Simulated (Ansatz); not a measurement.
**As2Se: tests of the settings**

One table from this session's results is given with a row withheld; the runs are named, their logs left out.

Computed with Ansatz 0.2.0 (DFT PBEsol, scalar-relativistic, plane waves, PAW, unless a step's input says otherwise).

1 further run of the same task is left out (set aside as unsound or not needed). Runs told in other sessions of the task aren't counted.

### The starting structure

The structure is tetragonal, space group I4_1/amd (No. 141). The conventional cell has a = 7.059 Å, b = 7.059 Å, c = 5.307 Å, α = 90.00°, β = 90.00°, γ = 90.00°. As (site symmetry 2/m) has 2 Se at 2.66 Å and 4 As at 2.83 Å in its first shell of neighbours. Se (site symmetry -4m2) is surrounded by 4 As at 2.66 Å.

Coordinates:

```
As Se
1.0
    -3.52942    3.52942    2.65357
     3.52942   -3.52942    2.65357
     3.52942    3.52942   -2.65357
As Se
4 2
Direct
  0.87500 0.12500 0.75000
  0.37500 0.12500 0.25000
  0.87500 0.62500 0.75000
  0.87500 0.12500 0.25000
  0.50000 0.50000 0.00000
  0.25000 0.75000 0.50000
```

Source of the structure: the Materials Project (structure only). It is taken as it stands there.

### The base input

input.yaml

```yaml
crystal:
  lattice:
    - [-3.529418, 3.529418, 2.653571]
    - [3.529418, -3.529418, 2.653571]
    - [3.529418, 3.529418, -2.653571]
  atoms:
    - { symbol: As, position: [0.875, 0.125, 0.75] }
    - { symbol: As, position: [0.375, 0.125, 0.25] }
    - { symbol: As, position: [0.875, 0.625, 0.75] }
    - { symbol: As, position: [0.875, 0.125, 0.25] }
    - { symbol: Se, position: [0.5, 0.5, 0.0] }
    - { symbol: Se, position: [0.25, 0.75, 0.5] }
basis:
  ecutwfc: 420
kpoints:
  mp_grid: { grid: [8, 8, 8] }
hamiltonian:
  xc: pbesol
scf:
  occupations: { method: gaussian, width: 0.1 }
output:
  forces: true
  stress: true
  eigenvalues: true
  populations: true
  write_density: true
  write_potential: true
  elf: true
  volumetric_format: npy
```

Its results, from an earlier run: -5016.6918 eV/atom at zero smearing, pressure -3.47 GPa, largest force 0.000 eV/Å, no gap on the mesh, in 7 SCF cycles and 29 s.

Set-up of the first run:

input.yaml

```yaml
crystal:
  lattice:
    - [-3.529418, 3.529418, 2.653571]
    - [3.529418, -3.529418, 2.653571]
    - [3.529418, 3.529418, -2.653571]
  atoms:
    - { symbol: As, position: [0.875, 0.125, 0.75] }
    - { symbol: As, position: [0.375, 0.125, 0.25] }
    - { symbol: As, position: [0.875, 0.625, 0.75] }
    - { symbol: As, position: [0.875, 0.125, 0.25] }
    - { symbol: Se, position: [0.5, 0.5, 0.0] }
    - { symbol: Se, position: [0.25, 0.75, 0.5] }
basis:
  ecutwfc: 420
kpoints:
  mp_grid: { grid: [1, 1, 1] }
hamiltonian:
  xc: pbesol
scf:
  occupations: { method: gaussian, width: 0.1 }
output:
  forces: true
  stress: true
  eigenvalues: true
```

On the command line:

```console
> ansatz run input.yaml --threads 1 --pin off --max-ram 2560MiB --backend cpu --events-out ev --progress --plain --runs-dir out
```

Steps of the session up to this table: K-point mesh: 1×1×1; K-point mesh: 2×2×2; K-point mesh set to 4×4×4; K-point mesh set to 6×6×6; K-point mesh: 10×10×10; K-point mesh set to 12×12×12.

One table of the session follows, with a row left open; its other results are not shown here.

```
    mesh  ΔE (meV/atom)  pressure (GPa)
   1×1×1          -1809          -19.33
   2×2×2            323           -3.62
   4×4×4           42.3           -3.83
   6×6×6           10.5           -3.55
   8×8×8           2.47           -3.47
10×10×10              ?               ?
12×12×12           0.00           -3.39
```

Q: Estimate the row for 10×10×10 from the others.

The run gave: ΔE (meV/atom): 0.75; pressure (GPa): -3.41. In the column «ΔE (meV/atom)» it lies between 12×12×12 (0.00) and 8×8×8 (2.47).

Limits of these values: The error changes sign along the series, since a k mesh isn't variational, and a metal needs dense meshes to resolve its Fermi surface.
